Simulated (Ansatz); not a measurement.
# Si5Br2: the cost of one run

Method: DFT PBE, scalar-relativistic, plane waves, PAW, in Ansatz 0.2.0.

## (1) The structure to begin with

The structure is tetragonal, space group P4/mmm (No. 123). Conventional cell: a = 4.517 Å, b = 4.517 Å, c = 6.857 Å, α = 90.00°, β = 90.00°, γ = 90.00°. Si (site symmetry mmm) is surrounded by 4 Si at 2.54 Å. Si (site symmetry 4mm) is surrounded by 5 Si at 2.34 to 2.54 Å. Si (site symmetry 4/mmm) is surrounded by 2 Br at 1.42 Å. Br (site symmetry 4mm) has 1 Si at 1.42 Å as nearest neighbours.

Coordinates:

```cif
data_structure
_symmetry_space_group_name_H-M 'P4/mmm'
_symmetry_Int_Tables_number 123
_cell_length_a 4.5166
_cell_length_b 4.5166
_cell_length_c 6.8566
_cell_angle_alpha 90.000
_cell_angle_beta 90.000
_cell_angle_gamma 90.000
_cell_volume 139.87
loop_
_atom_site_label
_atom_site_type_symbol
_atom_site_symmetry_multiplicity
_atom_site_Wyckoff_symbol
_atom_site_fract_x
_atom_site_fract_y
_atom_site_fract_z
_atom_site_occupancy
Si1 Si 2 f 0.00000 0.50000 0.00000 1
Si2 Si 2 g 0.00000 0.00000 0.17030 1
Si3 Si 1 d 0.50000 0.50000 0.50000 1
Br1 Br 2 h 0.50000 0.50000 0.70698 1
```

A structure generator made this guess: random cell by space group and Wyckoff sites (P4/mmm, No. 123). Lengths come from tabulated atomic sizes and are only a guess.

## (2) The guess as it stands, on a coarse mesh

Input file input.yaml:

```yaml
crystal:
  lattice:
    - [4.51655543, 0.0, 0.0]
    - [0.0, 4.51655543, 0.0]
    - [0.0, 0.0, 6.85659627]
  atoms:
    - { symbol: Si, position: [0.0, 0.5, 0.0] }
    - { symbol: Si, position: [0.5, 0.0, 0.0] }
    - { symbol: Si, position: [0.0, 0.0, 0.17030369] }
    - { symbol: Si, position: [0.0, 0.0, 0.82969631] }
    - { symbol: Si, position: [0.5, 0.5, 0.5] }
    - { symbol: Br, position: [0.5, 0.5, 0.70698278] }
    - { symbol: Br, position: [0.5, 0.5, 0.29301722] }
basis:
  ecutwfc: 420
kpoints:
  mp_grid: { grid: [4, 4, 4] }
hamiltonian:
  xc: pbe
scf:
  occupations: { method: gaussian, width: 0.1 }
  lower_state_search: "off"
output:
  forces: true
  stress: true
  eigenvalues: true
```

Started as:

```bash
> ansatz run input.yaml --threads 1 --pin off --max-ram 2048MiB --backend cpu --events-out ev --progress --plain --runs-dir out
```

Q: Estimate wall time and peak memory on 1 thread of Arm Neoverse V1, shared host.

About 5.6 s, with a peak of 0.35 GiB.
